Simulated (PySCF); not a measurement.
# CH2Br2: the cost of one run

Method: levels as typed in each script, gas phase, geometry from GFN2-xTB; program: PySCF 2.14.0.

### 1 Starting geometry

SMILES `BrCBr`, 5 atoms, charge 0, spin multiplicity 1.

Bond lengths: Br1–C2 1.939 Å, C2–Br3 1.939 Å, C2–H4 1.088 Å, C2–H5 1.088 Å. Angles: Br1–C2–Br3 112.3°, Br1–C2–H4 108.2°, Br1–C2–H5 108.2°, Br3–C2–H4 108.2°, Br3–C2–H5 108.2°, H4–C2–H5 111.8°.

Coordinates:

```xyz
5

Br    1.6106    0.1264    0.0000
C     0.0000   -0.9535    0.0000
Br   -1.6106    0.1264    0.0000
H    -0.0001   -1.5630    0.9008
H     0.0001   -1.5630   -0.9008
```

### 2 Density, bond paths and surface potential (PBE0/def2-tzvp)

Input file input.py:

```python
import numpy as np
from pyscf import gto, scf, dft
from pyscf.scf import atom_ks, atom_hf
from scipy.linalg import block_diag

def solve(mol, dm0=None, hcore=None):
    mf = (dft.UKS if mol.spin else dft.RKS)(mol, xc='pbe0')
    mf.grids.level = 3
    mf = mf.density_fit(auxbasis='def2-universal-jkfit')
    mf.conv_tol, mf.max_cycle = 1e-8, 80
    if hcore is not None:
        mf.get_hcore = lambda *args: hcore
    mf.kernel(dm0)
    if not mf.converged:
        mf = mf.newton().run(mf.mo_coeff, mf.mo_occ, max_cycle=30)
    assert mf.converged, 'SCF not converged'
    return mf

mol = gto.M(atom='''
Br     1.61059     0.12639     0.00000
C      0.00004    -0.95351     0.00000
Br    -1.61060     0.12639     0.00000
H     -0.00009    -1.56302     0.90082
H      0.00009    -1.56302    -0.90082
''', basis='def2-tzvp', charge=0, spin=0, verbose=4)
mf = solve(mol)
mf.analyze()
# spherically averaged free atoms, for the promolecule
atm = atom_ks.get_atm_nrks(mol, xc='pbe0')
pro = block_diag(*[(atm[a[0]][2] * atm[a[0]][3]) @ atm[a[0]][2].T for a in mol._atom])
np.savez('result.npz', e=mf.e_tot, c=mf.mo_coeff, occ=mf.mo_occ, eps=mf.mo_energy, pro=pro, dip=mf.dip_moment(verbose=0), s2=mf.spin_square()[0])
```

On the command line:

```console
OMP_NUM_THREADS=1 python input.py
```

Q: Estimate wall time and peak memory on 1 thread of Arm Neoverse V1, shared host.

About 14 s, with a peak of 0.52 GiB.
